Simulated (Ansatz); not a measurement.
# ZrO (Cmmm) in Ansatz: reference runs

How does ZrO come out in PBE? The cell is run as given.

Everything below comes from runs of Ansatz 0.2.0. Logs are shortened: lines on timing, memory, paths and dates and some standing lists are left out, and cuts for length are marked.

## (1) The cell of the first run

It takes space group Cmmm (No. 65, orthorhombic). The conventional cell has a = 3.653 Å, b = 5.838 Å, c = 2.620 Å, α = 90.00°, β = 90.00°, γ = 90.00°. Around Zr (site symmetry mmm) lie 2 O at 1.83 Å. O (site symmetry mmm) is surrounded by 2 Zr at 1.83 Å.

The cell was built by a generator and needn't be a form met in nature.

## (2) Single point, PBE

input.yaml reads:

```yaml
crystal:
  lattice:
    - [1.82663986, -2.91884927, 0.0]
    - [1.82663986, 2.91884927, 0.0]
    - [0.0, 0.0, 2.61993837]
  atoms:
    - { symbol: Zr, position: [0.0, 0.0, 0.0] }
    - { symbol: O, position: [0.5, 0.5, 0.0] }
hamiltonian:
  xc: pbe
  pseudopotentials: { kind: paw }
kpoints:
  mp_grid: { grid: [9, 9, 10] }
scf:
  occupations: { method: fermi_dirac, width: 0.05 }
output:
  forces: true
  stress: true
  eigenvalues: true
```

Potentials or basis: Ansatz PAW.

Started as:

```
ansatz run input.yaml --threads 2 --pin off --max-ram 5632MiB --backend cpu --events-out ev --progress --plain --runs-dir out
```

Standard output:

```text
Warning: RAYON_NUM_THREADS=2 ignored (pool sized by the plan → 2); use --threads N
Engine: ansatz 0.2.0, aarch64-unknown-linux-gnu
Pseudopotentials: kind: paw
Pseudopotential: Zr, paw, valence charge 12, recommended cutoff 420 eV (normal), Zr.paw.azcp
Pseudopotential: O, paw, valence charge 6, recommended cutoff 420 eV (normal), O.paw.azcp
Functional definition: PBE
  parameter kappa = 0.804
  parameter beta = 0.06672455060314922
  exchange = pbe_x(kappa = kappa, mu = beta*pi^2/3)
  correlation = pbe_c(beta = beta)
Crystal: 2 atoms, lattice volume = 27.937 Å³
Basis set: ecut = 420 eV, 559 PW (Γ), exchange–correlation on 48×48×36 points (8 copies of the dense FFT grid, shifted against one another)
Bands: 13, of which v1, the nominal top of the filled ones, is band 9 counted from 1 (8 counted from 0)
Symmetry: 8 space group operations
Space group: Cmmm (ITA 65), of the structure as read, at distance tolerance 3.0e-5 Å
k-points: 150 of 810
Non-local potential: Zr, projectors of the file, l = 0: 3, l = 1: 2, l = 2: 2, l = 3: 2
Non-local potential: O, projectors of the file, l = 0: 2, l = 1: 2, l = 2: 1
PAW form: soft (Blöchl's): semilocal exchange-correlation on the pseudo side does not see the compensation charge
PAW one-centre angular grid: Zr, 590 points (default); XC on 64 Gauss nodes
PAW one-centre angular grid: O, 110 points (default); XC on 64 Gauss nodes
Initial density: superposition of atomic densities (neutral atoms: chi_scale 0, normalization atom), corrected by the library's trained network
Initial wavefunctions: pseudopotential atomic-orbital guess
Functional: x = pbe(κ = 0.804, μ = 0.2195149727645171), c = pbe(β = 0.06672455060314922)
SCF iter   1: F=—  HF=-4750.125014 eV  |F-HF|=—  |Δ(HF+E_count)|=         —  Δρ=1.55e-2  dr2=5.38e-2  ethr=1.77e-3  ⟨swp⟩=5.1  Hψ=10248  notcnv=0
preconditioner: auto → none  [metal: Δε(μ)=0.032 eV  Ē_g=10.584 eV  σ=0.050 eV  W_gap=0.16  n_scr=8 (ndim 8)  ℏωp=22.2 eV  f_vac=0.000  D(μ)=1.13/eV (n_scr^D=8)  sad-step TF]
SCF iter   2: F=—  HF=-4750.118355 eV  |F-HF|=—  |Δ(HF+E_count)|=   6.66e-3  Δρ=9.38e-3  dr2=2.31e-2  ethr=2.99e-4  ⟨swp⟩=1.1  Hψ=3179  notcnv=0
SCF iter   3: F=—  HF=-4750.113732 eV  |F-HF|=—  |Δ(HF+E_count)|=   4.62e-3  Δρ=6.31e-4  dr2=5.94e-5  ethr=1.28e-4  ⟨swp⟩=2.4  Hψ=3263  notcnv=0
SCF iter   4: F=—  HF=-4750.113687 eV  |F-HF|=—  |Δ(HF+E_count)|=   4.51e-5  Δρ=1.09e-4  dr2=1.03e-6  ethr=3.30e-7  ⟨swp⟩=2.4  Hψ=3613  notcnv=0
iter 5 did not close the SCF: its close was put off for the readings that it lacked (scf_convergence_deferred on its scf_iter line)
SCF iter   5: F=-4750.113688 eV  HF=-4750.113688 eV  |F-HF|=4.10e-9  |Δ(HF+E_count)|=   1.26e-6  Δρ=1.62e-5  dr2=3.67e-8  ethr=5.74e-9  ⟨swp⟩=2.1  Hψ=2728  notcnv=0
SCF iter   6: F=-4750.113688 eV  HF=-4750.113688 eV  |F-HF|=2.48e-9  |Δ(HF+E_count)|=   1.47e-8  Δρ=4.56e-6  dr2=3.47e-9  ethr=2.04e-10  ⟨swp⟩=2.8  Hψ=6823  notcnv=0
the search or the solves at the SCF's close seem to have found levels that the self-consistency loop had missed (the run counts 1). By its estimate they hold under 1e-12 electrons; where the run keeps them, the occupations were computed again with them
SCF 1 converged in 6 iterations: F = -4750.113688 eV  dr2 = 3.47e-9
SCF converged after 6 iterations
Free energy (F): -4750.113688 eV
Harris-Foulkes:  -4750.113688 eV  (|F-HF|=2.48e-9)
Internal energy: -4750.103684 eV  (E = F + TS)
E sigma→0 (E₀):  -4750.108686 eV
Entropy (-TS):   -0.010004 eV (-5.002 meV/atom)
Fermi energy:    14.337487 eV
--- Per-component energies (eV) ---
  E_band       = -75.446908
  E_kinetic    = 525.990906
  E_local      = -1013.317401  (includes V_loc(G=0)·N_el)
  E_nonlocal   = 128.998841
  E_hartree    = 345.381004
  E_xc         = -239.433665
  E_vxc        = -290.444166  (∫ρ·V_xc dr)
  E_paw        = -3113.427014  (= ΣΔE_a)
  E_vpaw       = -117.438129  (= ΣTr[D̂ρ^β])
  E_aug_tail   = 0.002529  (compensation charges beyond the density's cutoff)
  E_ewald      = -1384.298883
  E_smearing   = -0.010004  (= −TS)
  E_closure    = -0.000000  (closes the sum)
  Σ components = -4750.113688   (vs F -4750.113688, Δ=0.00e0)
--- Forces (eV/Å), atoms counted from 1 ---
  atom   1  Zr    -0.00000000     0.00000000     0.00000000
  atom   2  O      0.00000000    -0.00000000     0.00000000
  max |Σ_I F_I| component: 1.58e-30 eV/Å
--- Stress (GPa, compression-positive) ---
      145.294847       0.000000      -0.000000
        0.000000      -0.412725       0.000000
       -0.000000       0.000000      41.035699
  P = ⅓ Tr σ = 61.9726 GPa (619.726 kbar)
--- Band table (eV; the first three rows and the last of 150) ---
  k-point 0: bands = ["-34.5948", "-13.3640", "-12.4684", "-11.2535", "-6.1880", "9.3487", "10.6137", "11.4870", "12.1648", "12.7780", "13.5720", "19.4687", "19.9688"]
  k-point 1: bands = ["-34.5566", "-13.3339", "-12.4380", "-11.5418", "-6.1279", "9.4035", "10.4448", "11.8235", "12.1832", "13.1765", "13.6990", "18.5624", "19.0317"]
  k-point 2: bands = ["-34.4552", "-13.2540", "-12.3575", "-12.2527", "-5.9664", "9.5506", "9.7705", "12.2326", "12.6286", "14.0552", "14.6709", "16.8544", "17.3214"]
  k-point 149: bands = ["-34.1358", "-13.8156", "-13.1402", "-12.4979", "-5.5085", "8.4067", "9.3953", "11.1853", "12.3665", "13.0893", "18.1586", "19.4828", "24.0414"]
```

It took 2.7 s on 2 threads of Arm Neoverse V1, shared host; peak memory 0.34 GiB.

Results:

| Quantity | Value |
| --- | --- |
| Free energy | -4750.1137 eV |
| Pressure | 62.0 GPa |
| Band gap on the k mesh | none (metal or under the smearing width) |

Stress tensor (GPa, compression positive):
```
145.29   0.00   0.00
  0.00  -0.41   0.00
  0.00   0.00  41.04
```

Caveat: a pressure of tens of GPa on the cell as given is suspect, and the run, the potentials or the cell itself is likely at fault; the pressure holds a Pulay correction of +0.5 GPa for the finite cutoff.
